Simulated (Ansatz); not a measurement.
# CH5FN2SSi: the cost of one run

The runs use Ansatz 0.2.0, Gaussian basis; RKS PBE0-D4/def2-TZVP.

Levels to be run: relaxation at PBE-D4/def2-SVP; relaxation at PBE0-D4/def2-TZVP.

1 further run of the same task is left out (set aside as unsound or not needed).

### 1 The starting structure

SMILES `NC1(S)N[SiH]1F`, 11 atoms, charge 0, spin multiplicity 1.

Atoms are counted from 1 here; the program's logs count them from 0.

Bond lengths: N1–C2 1.494 Å, N1–H7 1.018 Å, N1–H8 1.036 Å, C2–S3 1.718 Å, C2–N4 1.345 Å, C2–Si5 2.382 Å, S3–H9 1.364 Å, N4–Si5 1.666 Å, N4–H10 0.981 Å, Si5–F6 1.591 Å, Si5–H11 1.520 Å. Angles: C2–N1–H7 105.0°, C2–N1–H8 102.5°, H7–N1–H8 104.8°, N1–C2–S3 116.2°, N1–C2–N4 119.6°, N1–C2–Si5 107.4°, S3–C2–N4 120.0°, S3–C2–Si5 101.0°, N4–C2–Si5 42.7°, C2–S3–H9 98.3°, C2–N4–Si5 104.0°, C2–N4–H10 113.7°, Si5–N4–H10 108.6°, C2–Si5–N4 33.2°, C2–Si5–F6 96.0°, C2–Si5–H11 99.9°, N4–Si5–F6 114.1°, N4–Si5–H11 115.2° and more.

Geometry (Å):

```xyz
11

N     0.70980   -1.40990   -0.42360
C     0.72540    0.05600   -0.13360
S     1.15470    0.50850    1.46710
N     0.00050    0.89290   -0.89800
Si   -1.52610    0.82670   -0.23370
F    -2.19280   -0.61700   -0.28300
H    -0.13580   -1.75730    0.02410
H     0.50210   -1.43490   -1.43790
H     2.17060   -0.38170    1.65660
H     0.31350    1.82260   -0.86990
H    -1.65660    1.43720    1.15250
```

The start is a force-field geometry with small random shifts, so a cheaper pass at PBE-D4/def2-SVP comes first.

### 2 Relaxation at PBE-D4/def2-SVP (cheap first pass)

The input, in.yaml:

```yaml
crystal:
  periodic: [false, false, false]
  atoms:
    - {symbol: N, position_ang: [0.709800, -1.409900, -0.423600]}
    - {symbol: C, position_ang: [0.725400, 0.056000, -0.133600]}
    - {symbol: S, position_ang: [1.154700, 0.508500, 1.467100]}
    - {symbol: N, position_ang: [0.000500, 0.892900, -0.898000]}
    - {symbol: Si, position_ang: [-1.526100, 0.826700, -0.233700]}
    - {symbol: F, position_ang: [-2.192800, -0.617000, -0.283000]}
    - {symbol: H, position_ang: [-0.135800, -1.757300, 0.024100]}
    - {symbol: H, position_ang: [0.502100, -1.434900, -1.437900]}
    - {symbol: H, position_ang: [2.170600, -0.381700, 1.656600]}
    - {symbol: H, position_ang: [0.313500, 1.822600, -0.869900]}
    - {symbol: H, position_ang: [-1.656600, 1.437200, 1.152500]}
basis:
  gaussian: {orbitals: def2-SVP}
hamiltonian: {xc: pbe, dispersion: d4}
relax: {f_tol: 0.03, max_steps: 200}
```

The run is started by

```
$ ansatz run in.yaml --threads 4 --pin off --events-out ev --progress --plain --max-ram 10444MiB
```

**Question.** How long does this run take on 4 threads of AMD EPYC 7B13, shared host, and how much memory does it need?

About 36 s, with a peak of 0.27 GiB.
